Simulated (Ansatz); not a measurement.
# CH5BN2: small, medium and large basis sets

How large a basis does CH5BN2 need? Two functionals are run in growing sets.

Computed with Ansatz 0.2.0, Gaussian basis. Level: one geometry, several basis sets.

The runs, in order: PBE0-D4/def2-SVP; ωB97M-V/def2-SVP; PBE0-D4/def2-QZVPP; ωB97M-V/def2-QZVPP; the functionals' def2-TZVPP values are taken from earlier runs.

1 further run of the same task is left out (it didn't finish).

### Step 1. The relaxed structure

An earlier PBE0-D4 in a triple-zeta def2 set relaxation fixed the geometry.

SMILES `NC1BN1`, 9 atoms, charge 0, spin multiplicity 1.

Atoms are counted from 1 here; the program's logs count them from 0.

Bond lengths: N1–C2 1.431 Å, N1–H5 1.010 Å, N1–H6 1.010 Å, C2–B3 1.561 Å, C2–N4 1.467 Å, C2–H7 1.092 Å, B3–N4 1.341 Å, B3–H8 1.184 Å, N4–H9 1.004 Å. Angles: C2–N1–H5 112.4°, C2–N1–H6 112.7°, H5–N1–H6 108.5°, N1–C2–B3 121.1°, N1–C2–N4 117.3°, N1–C2–H7 115.1°, B3–C2–N4 52.5°, B3–C2–H7 121.0°, N4–C2–H7 113.6°, C2–B3–N4 60.2°, C2–B3–H8 154.8°, N4–B3–H8 144.9°, C2–N4–B3 67.4°, C2–N4–H9 135.2°, B3–N4–H9 156.4°.

### Step 2. PBE0-D4 in def2-SVP

Input file in.yaml:

```yaml
crystal:
  periodic: [false, false, false]
  atoms:
    - {symbol: N, position_ang: [0.142944, 1.194368, -0.640584]}
    - {symbol: C, position_ang: [-0.364161, -0.077221, -0.222272]}
    - {symbol: B, position_ang: [0.591189, -1.194096, 0.303181]}
    - {symbol: N, position_ang: [-0.130499, -0.469895, 1.171494]}
    - {symbol: H, position_ang: [0.783988, 1.117386, -1.416970]}
    - {symbol: H, position_ang: [-0.589896, 1.842609, -0.892415]}
    - {symbol: H, position_ang: [-1.366435, -0.317211, -0.582685]}
    - {symbol: H, position_ang: [1.414171, -2.039043, 0.194738]}
    - {symbol: H, position_ang: [-0.392801, -0.103199, 2.068312]}
basis:
  gaussian: {orbitals: def2-SVP}
hamiltonian: {xc: pbe0, dispersion: d4}
output: {orbitals: {seedname: orbitals}}
```

Further steps of the session: ωB97M-V in def2-SVP; PBE0-D4 in def2-QZVPP; ωB97M-V in def2-QZVPP.

**Question.** What will the summary of the whole plan be? Wanted: PBE0-D4: double and triple zeta above quadruple; ωB97M-V: double and triple zeta above quadruple.

As calculated:

| quantity | value |
| --- | --- |
| PBE0-D4: double and triple zeta above quadruple | 5.65, 0.29 eV |
| ωB97M-V: double and triple zeta above quadruple | 5.84, 0.27 eV |

What this shows: For PBE0-D4 the step from double to triple zeta gains 5.36 eV and the next only 0.29 eV. These are total energies; as a rule much of such shifts cancels in differences, which this series doesn't test. The LUMO of ωB97M-V is positive and keeps falling with the basis (2.68 to 1.65 eV): an unbound level that the basis holds in place.
